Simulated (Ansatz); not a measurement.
**Si3Ge3H14: up Jacob's ladder to CCSD(T)**

One table from this session's results is given with a row withheld; the runs are named, their logs left out.

Computed with Ansatz 0.2.0, Gaussian basis. Level: functionals in def2-TZVPP, the program's frozen cores in correlated methods.

Plan: LDA (SPW92), PBE-D4, revPBE-D4, BLYP-D4, r2SCAN-D4, B97M-V, PBE0-D4, B3LYP-D4, r2SCANh-D4, r2SCAN0-D4, HSE06-D4, BHLYP-D4, CAM-B3LYP-D4, LC-ωPBE, ωB97X-V, ωB97M-V, B2PLYP, PBE-QIDH; CCSD(T)/def2-SVP; CCSD(T)/def2-TZVPP; MP2/def2-QZVPP; extrapolation to the limit; RPA on PBE.

**The geometry**

All runs share one geometry, relaxed beforehand with PBE0-D4 in a triple-zeta def2 set.

SMILES `[SiH3][SiH2][GeH2][GeH2][GeH2][SiH3]`, 20 atoms, charge 0, spin multiplicity 1.

Atoms are counted from 1 here; the program's logs count them from 0.

Bond lengths: Si1–Si2 2.338 Å, Si1–H7 1.487 Å, Si1–H8 1.487 Å, Si1–H9 1.488 Å, Si2–Ge3 2.383 Å, Si2–H10 1.490 Å, Si2–H11 1.490 Å, Ge3–Ge4 2.427 Å, Ge3–H12 1.540 Å, Ge3–H13 1.541 Å, Ge4–Ge5 2.426 Å, Ge4–H14 1.540 Å, Ge4–H15 1.541 Å, Ge5–Si6 2.379 Å, Ge5–H16 1.540 Å, Ge5–H17 1.540 Å, Si6–H18 1.487 Å, Si6–H19 1.486 Å and more. Angles: Si2–Si1–H7 110.9°, Si2–Si1–H8 109.8°, Si2–Si1–H9 110.2°, H7–Si1–H8 108.6°, H7–Si1–H9 108.4°, H8–Si1–H9 108.8°, Si1–Si2–Ge3 112.4°, Si1–Si2–H10 108.4°, Si1–Si2–H11 109.7°, Ge3–Si2–H10 109.4°, Ge3–Si2–H11 108.9°, H10–Si2–H11 107.9°, Si2–Ge3–Ge4 111.0°, Si2–Ge3–H12 109.7°, Si2–Ge3–H13 109.9°, Ge4–Ge3–H12 109.1°, Ge4–Ge3–H13 109.5°, H12–Ge3–H13 107.6° and more.

Set-up of the first run:

Contents of in.yaml:

```yaml
crystal:
  periodic: [false, false, false]
  atoms:
    - {symbol: Si, position_ang: [-2.002464, 1.792795, 0.279067]}
    - {symbol: Si, position_ang: [-1.536731, 0.253249, 1.976517]}
    - {symbol: Ge, position_ang: [0.766065, -0.356942, 2.043423]}
    - {symbol: Ge, position_ang: [1.266725, -2.050358, 0.378842]}
    - {symbol: Ge, position_ang: [0.452756, -1.342220, -1.793787]}
    - {symbol: Si, position_ang: [1.278258, 0.837788, -2.268667]}
    - {symbol: H, position_ang: [-1.754901, 1.196363, -1.060528]}
    - {symbol: H, position_ang: [-1.135713, 2.991374, 0.433390]}
    - {symbol: H, position_ang: [-3.426426, 2.218734, 0.347693]}
    - {symbol: H, position_ang: [-1.926306, 0.859776, 3.280955]}
    - {symbol: H, position_ang: [-2.355922, -0.975695, 1.779804]}
    - {symbol: H, position_ang: [1.639368, 0.884173, 1.778736]}
    - {symbol: H, position_ang: [1.125881, -0.890644, 3.443970]}
    - {symbol: H, position_ang: [0.602914, -3.377850, 0.791079]}
    - {symbol: H, position_ang: [2.788905, -2.278932, 0.310666]}
    - {symbol: H, position_ang: [0.900297, -2.334408, -2.883687]}
    - {symbol: H, position_ang: [-1.086718, -1.342483, -1.761184]}
    - {symbol: H, position_ang: [2.727910, 0.752175, -2.589523]}
    - {symbol: H, position_ang: [0.562781, 1.457898, -3.414621]}
    - {symbol: H, position_ang: [1.113310, 1.705206, -1.072165]}
basis:
  gaussian: {orbitals: def2-TZVPP}
hamiltonian: {xc: lda}
output: {orbitals: {seedname: orbitals}}
```

Among the steps run: LDA; PBE-D4 (GGA); revPBE-D4 (GGA); BLYP-D4 (GGA); r2SCAN-D4 (meta-GGA); B97M-V (meta-GGA); PBE0-D4 (hybrid); B3LYP-D4 (hybrid); r2SCANh-D4 (hybrid); r2SCAN0-D4 (hybrid); HSE06-D4 (hybrid); BHLYP-D4 (hybrid); CAM-B3LYP-D4 (range-separated); LC-ωPBE-D4 (range-separated; the results give it without D4); ωB97X-V (range-separated); ωB97M-V (range-separated); B2PLYP (double hybrid); PBE-QIDH (double hybrid).

One table of the session follows, with a row left open; its other results are not shown here.

It belongs to the step «Frontier levels by functional». 

```
  functional  HOMO (eV)  gap (eV)
 LDA (SPW92)      -6.80      5.36
      PBE-D4      -6.67      5.43
   revPBE-D4          ?         ?
     BLYP-D4      -6.48      5.39
   r2SCAN-D4      -6.92      5.87
      B97M-V      -7.03      5.75
     PBE0-D4      -7.65      7.19
    B3LYP-D4      -7.43      6.81
  r2SCANh-D4      -7.28      6.49
  r2SCAN0-D4      -7.81      7.43
    HSE06-D4      -7.27      6.44
    BHLYP-D4      -8.47      8.92
CAM-B3LYP-D4      -8.78      9.37
     LC-ωPBE     -10.05     11.63
     ωB97X-V      -9.74     11.23
     ωB97M-V      -9.56     10.78
```

Estimate the missing values for revPBE-D4.

The run gave: HOMO (eV): -6.62; gap (eV): 5.48. In the column «HOMO (eV)» it lies between PBE-D4 (-6.67) and BLYP-D4 (-6.48).
